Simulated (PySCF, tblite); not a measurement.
# C3H9AsB radical: geometry, infrared bands and EPR parameters

What infrared bands and EPR parameters should C3H9AsB radical (`B[As]CCC`) show?

The runs use tblite 0.8.0 and PySCF 2.14.0, with density-fitted response routines of our own; the level of theory stands in each step. All values are computed, except where a source is named. Atoms count from 0, in the outputs and in this text.

## 1. The molecule as given

14 atoms, charge 0, multiplicity 2; geometry from: force field or distance geometry start.

Bonds of the start (Å): B0–As1 2.04, As1–C2 1.95, C2–C3 1.51, C3–C4 1.48, B0–H5 1.17, B0–H6 1.20, C2–H7 1.11, C2–H8 1.12, C3–H9 1.09, C3–H10 1.14, C4–H11 1.11, C4–H12 1.11, C4–H13 1.10.

## 2. Geometry optimisation with GFN2-xTB

What the job is given:

```
{"job": {"kind": "relax", "xc": "GFN2-xTB", "basis": "xTB"}, "charge": 0, "multiplicity": 2}
B      3.066000     0.521000     0.160900
As     1.347900    -0.153700    -0.709600
C      0.089200    -0.932500     0.557900
C     -1.065100    -0.019100     0.902700
C     -1.909700     0.392700    -0.237700
H      3.977600    -0.164000     0.424900
H      3.203500     1.709800     0.157500
H     -0.351000    -1.901200     0.231300
H      0.617500    -1.167000     1.518700
H     -0.744400     0.839600     1.501500
H     -1.751100    -0.650100     1.559700
H     -2.183000    -0.476700    -0.877200
H     -1.454500     1.207100    -0.845000
H     -2.843500     0.793700     0.192300
```

On the command line:

```sh
OMP_NUM_THREADS=1 python probes_run.py task.json out
```

This one command runs all jobs of the session in turn.

The program printed:

```text
step      E/eV     max force
  0    -395.27214    2.152
  1    -395.43234    0.850
  2    -395.47435    0.484
  3    -395.51607    0.486
  4    -395.54833    0.531
  5    -395.57082    0.607
  6    -395.59927    0.524
  7    -395.63211    0.585
  8    -395.66599    0.564
  9    -395.69782    0.572
 10    -395.72922    0.626
 11    -395.75844    0.460
 12    -395.78814    0.643
 13    -395.81804    0.730
 14    -395.84632    0.509
 15    -395.86659    0.379
 16    -395.88004    0.330
 17    -395.89542    0.427
 18    -395.91367    0.482
 19    -395.92918    0.311
 20    -395.93840    0.299
 21    -395.94776    0.313
 22    -395.95649    0.315
 23    -395.96883    0.240
 24    -395.97735    0.216
 25    -395.98447    0.225
 26    -395.98907    0.224
 27    -395.99340    0.190
 28    -395.99772    0.172
 29    -396.00155    0.192
 30    -396.00429    0.228
 31    -396.00807    0.143
 32    -396.01101    0.108
 33    -396.01246    0.096
 34    -396.01424    0.099
 35    -396.01620    0.108
 36    -396.01837    0.120
 37    -396.01998    0.111
 38    -396.02106    0.092
 39    -396.02203    0.083
 40    -396.02294    0.066
 41    -396.02378    0.070
 42    -396.02456    0.061
 43    -396.02528    0.076
 44    -396.02596    0.064
 45    -396.02653    0.058
 46    -396.02700    0.054
 47    -396.02749    0.060
 48    -396.02803    0.059
 49    -396.02856    0.077
 50    -396.02909    0.066
 51    -396.02970    0.063
 52    -396.03016    0.052
 53    -396.03062    0.044
 54    -396.03090    0.037
 55    -396.03107    0.031
 56    -396.03119    0.026
 57    -396.03128    0.021
 58    -396.03135    0.015
 59    -396.03140    0.016
 60    -396.03145    0.015
 61    -396.03148    0.015
 62    -396.03151    0.013
 63    -396.03154    0.016
 64    -396.03158    0.020
 65    -396.03166    0.031
 66    -396.03179    0.052
 67    -396.03201    0.066
 68    -396.03236    0.075
 69    -396.03282    0.061
 70    -396.03334    0.066
 71    -396.03384    0.064
 72    -396.03446    0.067
 73    -396.03539    0.084
 74    -396.03628    0.076
 75    -396.03636    0.094
 76    -396.03694    0.049
 77    -396.03711    0.048
 78    -396.03735    0.034
 79    -396.03761    0.046
 80    -396.03783    0.041
 81    -396.03801    0.032
 82    -396.03818    0.032
 83    -396.03840    0.040
 84    -396.03870    0.043
 85    -396.03904    0.048
 86    -396.03936    0.046
 87    -396.03965    0.057
 88    -396.03998    0.063
 89    -396.04042    0.063
 90    -396.04092    0.057
 91    -396.04129    0.052
 92    -396.04104    0.134
 93    -396.04187    0.057
 94    -396.04218    0.050
 95    -396.04286    0.040
 96    -396.04339    0.055
 97    -396.04398    0.060
 98    -396.04457    0.058
 99    -396.04510    0.059
100    -396.04573    0.066
101    -396.04694    0.082
102    -396.04868    0.088
103    -396.05025    0.120
104    -396.05224    0.142
105    -396.05378    0.113
106    -396.05568    0.118
107    -396.05624    0.172
108    -396.05736    0.079
109    -396.05790    0.044
110    -396.05827    0.033
111    -396.05859    0.039
112    -396.05890    0.047
113    -396.05931    0.049
114    -396.05977    0.058
115    -396.06031    0.049
116    -396.06100    0.049
117    -396.06165    0.049
118    -396.06223    0.059
119    -396.06297    0.065
120    -396.06384    0.094
121    -396.06488    0.086
122    -396.06615    0.111
123    -396.06719    0.070
124    -396.06793    0.115
125    -396.06869    0.065
126    -396.06996    0.086
127    -396.07067    0.087
128    -396.07146    0.052
129    -396.07176    0.036
130    -396.07192    0.034
131    -396.07205    0.031
132    -396.07225    0.025
133    -396.07237    0.022
134    -396.07247    0.017
135    -396.07253    0.021
136    -396.07257    0.017
137    -396.07260    0.015
138    -396.07264    0.014
139    -396.07267    0.009
```

It took 0.98 s on 1 thread of AMD EPYC, shared host.

The steps of the relaxation: (not every step is listed)

| step | energy from step 0 (eV) | largest force (eV/Å) |
| --- | --- | --- |
| 0 | 0.0000 | 2.1516 |
| 1 | -0.1602 | 0.8499 |
| 2 | -0.2022 | 0.4843 |
| 3 | -0.2439 | 0.4856 |
| 4 | -0.2762 | 0.5310 |
| 5 | -0.2987 | 0.6071 |
| 6 | -0.3271 | 0.5240 |
| 7 | -0.3600 | 0.5851 |
| 8 | -0.3939 | 0.5643 |
| 20 | -0.6663 | 0.2988 |
| 32 | -0.7389 | 0.1083 |
| 44 | -0.7538 | 0.0643 |
| 56 | -0.7591 | 0.0259 |
| 68 | -0.7602 | 0.0748 |
| 80 | -0.7657 | 0.0412 |
| 92 | -0.7689 | 0.1336 |
| 104 | -0.7801 | 0.1415 |
| 116 | -0.7889 | 0.0494 |
| 128 | -0.7993 | 0.0521 |
| 134 | -0.8003 | 0.0167 |
| 135 | -0.8004 | 0.0209 |
| 136 | -0.8004 | 0.0170 |
| 137 | -0.8005 | 0.0146 |
| 138 | -0.8005 | 0.0141 |
| 139 | -0.8005 | 0.0090 |

Distances of close pairs at the start and the end, largest changes first:

| bond | before (Å) | after (Å) | change (Å) |
| --- | --- | --- | --- |
| B0–As1 | 2.041 | 1.957 | -0.084 |
| As1–C2 | 1.949 | 2.005 | +0.056 |
| C3–H10 | 1.140 | 1.095 | -0.046 |
| C3–C4 | 1.478 | 1.522 | +0.045 |
| C2–H8 | 1.121 | 1.094 | -0.027 |
| C4–H11 | 1.113 | 1.088 | -0.025 |
| B0–H6 | 1.197 | 1.174 | -0.023 |
| C4–H12 | 1.113 | 1.093 | -0.020 |

The next job starts from the end point, and lists it.

## 3. Infrared spectrum with GFN2-xTB

What the job is given:

```
{"job": {"kind": "ir", "xc": "GFN2-xTB", "basis": "xTB"}, "charge": 0, "multiplicity": 2}
B      2.456359     0.779659     0.225018
As     1.434524    -0.339913    -1.012943
C      0.163684    -1.167376     0.298582
C     -0.796278    -0.171218     0.939481
C     -1.721890     0.462271    -0.089917
H      2.297344     0.746126     1.387880
H      3.293572     1.495481    -0.180711
H     -0.412652    -1.952852    -0.197629
H      0.759638    -1.646609     1.080570
H     -0.226343     0.613097     1.444741
H     -1.397435    -0.680712     1.699127
H     -2.299940    -0.303518    -0.603914
H     -1.139102     1.008186    -0.836379
H     -2.412159     1.156906     0.383976
```

The program printed:

```text
mode    cm-1     km/mol
  1      54.8      0.03
  2     108.9      0.05
  3     163.2      0.05
  4     205.2      0.08
  5     216.5      0.83
  6     281.2      2.65
  7     388.8      4.03
  8     534.5     39.96
  9     608.6      2.04
 10     684.7     80.64
 11     695.3      9.61
 12     766.9     15.93
 13     846.3      3.64
 14     931.8      2.82
 15    1015.1      3.06
 16    1050.4      1.55
 17    1107.5      2.71
 18    1179.1     68.06
 19    1184.1      5.27
 20    1230.5      0.27
 21    1276.5      5.24
 22    1343.2      2.16
 23    1408.7      4.03
 24    1459.0      2.43
 25    1488.3      0.31
 26    1493.7      3.00
 27    1499.1      1.62
 28    2590.2    141.68
 29    2614.6    180.74
 30    2923.6     44.26
 31    2935.2     24.35
 32    2946.0     60.80
 33    2960.5    100.05
 34    2962.5     38.36
 35    3023.3     43.43
 36    3030.9     35.03
```

Run time: 0.61 s. Hardware: 1 thread of AMD EPYC, shared host.

The strongest bands and the atoms that carry them (share of the mass-weighted mode):

| cm⁻¹ | km/mol | atoms |
| --- | --- | --- |
| 685 | 80.6 | H6 41 %, H5 35 %, B0 23 % |
| 1179 | 68.1 | H6 43 %, H5 42 %, B0 11 % |
| 2590 | 141.7 | H5 75 %, H6 20 % |
| 2615 | 180.7 | H6 73 %, H5 17 %, B0 10 % |
| 2924 | 44.3 | H8 75 %, H7 15 % |
| 2946 | 60.8 | H7 67 %, H8 15 % |
| 2960 | 100.0 | H12 85 % |
| 3023 | 43.4 | H11 86 % |

## 4. EPR parameters: B3LYP/def2-TZVP-core+pcH-1

The job, as its differences from that of step 3:

```diff
@@ -1,2 +1,2 @@
-{"job": {"kind": "ir", "xc": "GFN2-xTB", "basis": "xTB"}, "charge": 0, "multiplicity": 2}
+{"job": {"kind": "epr", "basis": "pcH-1"}, "charge": 0, "multiplicity": 2}
 B      2.456359     0.779659     0.225018
```

With the program's defaults for keys left out, this is: UKS B3LYP, def2-TZVP-core on As, pcH-1 on B C H, non-relativistic, mean-field spin-orbit, GIAO.

The program printed:

```text
UKS, coarse grid
  cycle   1  E = -2380.40707826  |g| = 1.38e+00
  cycle   2  E = -2380.35932375  |g| = 7.56e-01
  cycle   3  E = -2380.43567308  |g| = 4.14e-01
  cycle   4  E = -2380.49049246  |g| = 6.31e-02
  cycle   5  E = -2380.49251371  |g| = 1.77e-02
  cycle   6  E = -2380.49265652  |g| = 4.21e-03
  cycle   7  E = -2380.49266966  |g| = 1.34e-03
  cycle   8  E = -2380.49267011  |g| = 4.11e-04
UKS, final grid
  cycle   1  E = -2380.49270504  |g| = 3.97e-04
  cycle   2  E = -2380.49270501  |g| = 5.27e-04
  cycle   3  E = -2380.49270515  |g| = 6.12e-05
  cycle   4  E = -2380.49270515  |g| = 3.26e-05
  cycle   5  E = -2380.49270515  |g| = 1.74e-05
E = -2380.49270515 Eh   <S^2> = 0.7524 (exact 0.7500)
g shifts (ppm)      1          2          3
  rmc          -152       -152       -152
  gc            -16         41         32
  oz_so        -695      26574     127186
  total        -856      26474     127073
hyperfine (MHz)  atom isotope    a_iso     a_fc   dipolar eigenvalues
    0   11B      -0.88       1.54    -10.41     -7.70     18.12
    1  75As      19.59       6.92   -225.40   -211.43    436.83
    2   13C      -9.11     -10.07     -1.84     -1.22      3.06
    3   13C      21.58      21.44     -1.71     -1.29      3.00
    4   13C       3.44       3.47     -1.69     -0.77      2.46
    5    1H      -9.65      -9.22     -6.23     -1.16      7.39
    6    1H     -11.67     -11.24     -6.35     -1.17      7.52
    7    1H      -0.54      -0.90     -2.43     -1.56      3.99
    8    1H      42.33      42.31     -3.49     -1.08      4.57
    9    1H      -0.12      -0.14     -2.85     -1.04      3.89
   10    1H      -0.38      -0.38     -1.66     -0.97      2.63
   11    1H      -0.07      -0.09     -1.38     -0.99      2.37
   12    1H       2.85       2.89     -4.66     -2.61      7.27
   13    1H      -0.79      -0.77     -1.36     -0.91      2.27
```

Wall time 2.7 min (1 thread of AMD EPYC, shared host); peak memory 1.1 GiB.

Principal g values 2.00146, 2.02879, 2.12939; g(iso) = 2.05322, against 2.00232 for a free electron.

Hyperfine couplings; where a row names several nuclei, a(iso) is their mean (it holds for fast rotation or exchange) and the dipolar term the largest among them:

| nuclei | isotope | a(iso) (MHz) | a(iso) (G, at g = 2.0023) | largest dipolar term (MHz) |
| --- | --- | --- | --- | --- |
| C3 | 13C | 21.6 | 7.7 | 3.0 |
| H7, H8 | 1H | 20.9 | 7.5 | 4.6 |
| As1 | 75As | 19.6 | 7.0 | 436.8 |
| H5, H6 | 1H | -10.7 | -3.8 | 7.5 |
| C2 | 13C | -9.1 | -3.2 | 3.1 |
| C4 | 13C | 3.4 | 1.2 | 2.5 |
| B0 | 11B | -0.9 | -0.3 | 18.1 |
| H11, H12, H13 | 1H | 0.7 | 0.2 | 7.3 |
| H9, H10 | 1H | -0.2 | -0.1 | 3.9 |

Mulliken spin populations:

B0 0.20; As1 0.82; C2 -0.03; C3 0.01; C4 0.01; H5 -0.01; H6 -0.01; H7 0.00; H8 0.01; H9 0.00; H10 0.00; H11 0.00; H12 0.00; H13 0.00

In first order the couplings over 0.8 MHz of 1H, 75As, 11B give 144 distinct lines over 44.4 G, if the averaged nuclei exchange fast.

Orbitals, density, ELF and potential are computed afterwards from the orbital file.

ELF in a plane through or near 4 of the atoms.

Ten even steps from ' ' (0.00) to '@' (1.00):
```
                                                        
                                                        
                                                        
                                      ..                
        ..====..                  ..++##**              
      ::##@@@@++..            ....++@@@@@@--            
      ++@@@@@@##::            ..--##@@@@@@==            
      **@@@@@@##::..::..      ::==**@@@@%%::            
      --##%%%%::::====..  ..--++%%**++++--              
      ..--====::::**==..  ::++==%%%%==::..              
          ....++****::  ..==##::--++::                  
            ..----::  ..--**%%%%++==..                  
                      **@@%%++==::....                  
                    ::@@@@@@##::                        
                    ++@@@@@@##..                        
                    --@@@@@@==                          
                      ==**==..                          
                                                        
                                                        
                                                        
```
The map spans 12.1 Å across and 8.9 Å up, centred on the molecule. Atoms in the plane (x, y in Å): B0 (-2.5, 0.4), C2 (0.0, -1.1), C4 (1.6, 0.8), H6 (-3.5, 1.1).

On the surface of density 0.002 e/bohr³ the electrostatic potential runs, from the 1st to the 99th percentile, from -0.55 V near As1 to 0.87 V near B0.

The spin density lies nearest to As1 70 %; B0 16 %.

## 5. What came out

```
                                 quantity                  value
strongest single infrared mode (GFN2-xTB)  2615 cm⁻¹, 181 km/mol
             zero-point energy (GFN2-xTB)          70.3 kcal/mol
                           g(iso) (B3LYP)                2.05322
                                     ⟨S²⟩     0.752 (exact 0.75)
       largest a(iso) (averaged by class)    13C on C3, 21.6 MHz
    surface potential, 1st and 99th percentile     -0.55 V and 0.87 V
```

In words: The optimisation took 139 steps and gained 0.801 eV; among the close pairs (by a distance rule), B0–As1 changed most, from 2.041 to 1.957 Å. All 36 modes are real, so the xTB geometry is a minimum. The strongest single mode, at 2615 cm⁻¹, moves mainly H6. GFN2-xTB is a fitted tight-binding method: band positions and strengths are rough. Its intensities can rank the bands wrongly. As1 carries the largest spin population, 0.82 e. The isotropic g lies 50.9 ppt above the free-electron value. The hyperfine terms hold no scalar relativity, which the heavier nuclei need.
